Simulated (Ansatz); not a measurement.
# CH7Al2NSi: one species, many methods

An exercise on one series of results from a longer session: the logs are not shown, and one member is left open.

Method: functionals in def2-TZVPP, the program's frozen cores in correlated methods; program: Ansatz 0.2.0, Gaussian basis.

Plan: PBE-D4, r2SCAN-D4, PBE0-D4, B3LYP-D4, ωB97X-V, ωB97M-V, B2PLYP; CCSD(T)/def2-TZVPP; MP2/def2-QZVPP; extrapolation to the limit.

## The relaxed structure

An earlier PBE0-D4 in a triple-zeta def2 set relaxation fixed the geometry.

12 atoms, charge 0, spin multiplicity 1.

Atoms are counted from 1 here; the program's logs count them from 0.

Bond lengths: C1–N2 1.259 Å, C1–H6 1.095 Å, C1–H7 1.095 Å, N2–Al3 1.940 Å, N2–Al5 1.940 Å, Al3–Si4 2.432 Å, Al3–Al5 2.575 Å, Al3–H8 1.585 Å, Al3–H11 1.798 Å, Si4–Al5 2.432 Å, Si4–H9 1.490 Å, Si4–H10 1.489 Å, Al5–H11 1.798 Å, Al5–H12 1.585 Å. Angles: N2–C1–H6 121.9°, N2–C1–H7 121.9°, H6–C1–H7 116.2°, C1–N2–Al3 138.4°, C1–N2–Al5 138.4°, Al3–N2–Al5 83.2°, N2–Al3–Si4 88.9°, N2–Al3–Al5 48.4°, N2–Al3–H8 117.6°, N2–Al3–H11 79.4°, Si4–Al3–Al5 58.0°, Si4–Al3–H8 150.0°, Si4–Al3–H11 82.3°, Al5–Al3–H8 150.6°, Al5–Al3–H11 44.3°, H8–Al3–H11 114.5°, Al3–Si4–Al5 63.9°, Al3–Si4–H9 122.6° and more.

As a file:

```
C    -1.56094   -1.11272    1.10210
N    -0.64595   -0.65221    0.37090
Al    1.28944   -0.51968    0.37849
Si    1.08355    1.82317   -0.24087
Al   -0.47229    0.29283   -1.31436
H    -2.61726   -1.03212    0.82621
H    -1.34517   -1.61879    2.04855
H     2.10212   -1.69047    1.07154
H     0.64368    2.87270    0.72059
H     2.16735    2.35037   -1.11576
H     0.98215   -0.76188   -1.37608
H    -1.54968   -0.00629   -2.43741
```

Set-up of the first run:

File in.yaml:

```yaml
crystal:
  periodic: [false, false, false]
  atoms:
    - {symbol: C, position_ang: [-1.560939, -1.112717, 1.102100]}
    - {symbol: N, position_ang: [-0.645951, -0.652212, 0.370903]}
    - {symbol: Al, position_ang: [1.289443, -0.519685, 0.378492]}
    - {symbol: Si, position_ang: [1.083546, 1.823172, -0.240868]}
    - {symbol: Al, position_ang: [-0.472287, 0.292834, -1.314362]}
    - {symbol: H, position_ang: [-2.617262, -1.032124, 0.826214]}
    - {symbol: H, position_ang: [-1.345174, -1.618794, 2.048547]}
    - {symbol: H, position_ang: [2.102120, -1.690473, 1.071539]}
    - {symbol: H, position_ang: [0.643678, 2.872698, 0.720586]}
    - {symbol: H, position_ang: [2.167352, 2.350367, -1.115765]}
    - {symbol: H, position_ang: [0.982154, -0.761877, -1.376076]}
    - {symbol: H, position_ang: [-1.549680, -0.006290, -2.437410]}
basis:
  gaussian: {orbitals: def2-TZVPP}
hamiltonian: {xc: pbe, dispersion: d4}
output: {forces: true, orbitals: {seedname: orbitals}}
```

On the command line:

```bash
$ ansatz run in.yaml --threads 4 --pin off --events-out ev --progress --plain --max-ram 10444MiB
```

Steps of the session up to this table: PBE-D4 (GGA); r2SCAN-D4 (meta-GGA); PBE0-D4 (hybrid); B3LYP-D4 (hybrid); ωB97X-V (range-separated); ωB97M-V (range-separated); B2PLYP (double hybrid); CCSD(T) in def2-TZVPP; MP2 in def2-QZVPP.

One table of the session follows, with a row left open; its other results are not shown here.

It belongs to the step «Atomisation energies». 

```
            method  atomisation energy (eV)
            PBE-D4                   39.419
         r2SCAN-D4                   39.240
           PBE0-D4                   38.922
          B3LYP-D4                   39.009
           ωB97X-V                   39.364
           ωB97M-V                   39.092
            B2PLYP                   38.421
     HF/def2-TZVPP                        ?
    MP2/def2-TZVPP                   38.103
   CCSD/def2-TZVPP                   37.379
CCSD(T)/def2-TZVPP                   37.985
           MP2/CBS                   39.195
       CCSD(T)/CBS                   39.077
```

**Question.** Estimate the row for HF/def2-TZVPP.

**Answer.** atomisation energy (eV): 28.158. In the column «atomisation energy (eV)» it is the lowest.
